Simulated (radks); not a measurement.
# Yb⁺ in [Kr] 4d10 4f14 5s1 5p6 6s1 7s1: an all-electron calculation

Wanted: eigenvalues, radial structure and energy terms of the ytterbium ion Yb+.

The numbers are computed with radks (a radial shooting solver on a logarithmic mesh, Libxc functionals) version 1 (scalar-relativistic Kohn-Sham, PBE, spin-unpolarised, spherical densities, finite nucleus), except any that are marked as measured or tabulated.

## Step 1: What is computed

| Quantity | Value |
| --- | --- |
| element | ytterbium (Z = 70) |
| charge | +1 |
| electrons | 69 |
| configuration | [Kr] 4d10 4f14 5s1 5p6 6s1 7s1 |
| nuclear rms radius | 5.3108 fm |

The outer shells:

Yb⁺
```
[Kr] core
4d [↑↓][↑↓][↑↓][↑↓][↑↓]
4f [↑↓][↑↓][↑↓][↑↓][↑↓][↑↓][↑↓]
5s [↑ ]
5p [↑↓][↑↓][↑↓]
6s [↑ ]
7s [↑ ]
```

## Step 2: The run

Settings of this run:

```text
Z 70
configuration [Kr] 4d10 4f14 5s1 5p6 6s1 7s1
relativity scalar-relativistic
functional pbe,pbe
spin unpolarised
nucleus finite rms 5.3108 fm
c 137.035999084
```

Command:

```sh
python run_ks.py task.json out
```

This one command runs every case of the session in turn.

Q: Predict the outcome of this run.

As calculated:

| quantity | value |
| --- | --- |
| total energy | -14055.6009 hartree |
| exchange-correlation share of it | 2.08 % |
| −T/E | 1.0895 |
| highest occupied level | 7s, -4.788 eV |
| most extended occupied level | 7s, <r> = 7.01 bohr |
| radius at density 0.001 e/bohr³ | 4.14 bohr |
| maxima of the radial density | 5 |

What this shows: The radial density shows 5 maxima for 7 occupied principal shells; where shells overlap, one shows as a shoulder or not at all. Relativity lifts −T/E to 1.089. This is not the tabulated ground configuration, so its levels and sizes aren't those of the ground state, and no measured value stands beside it.
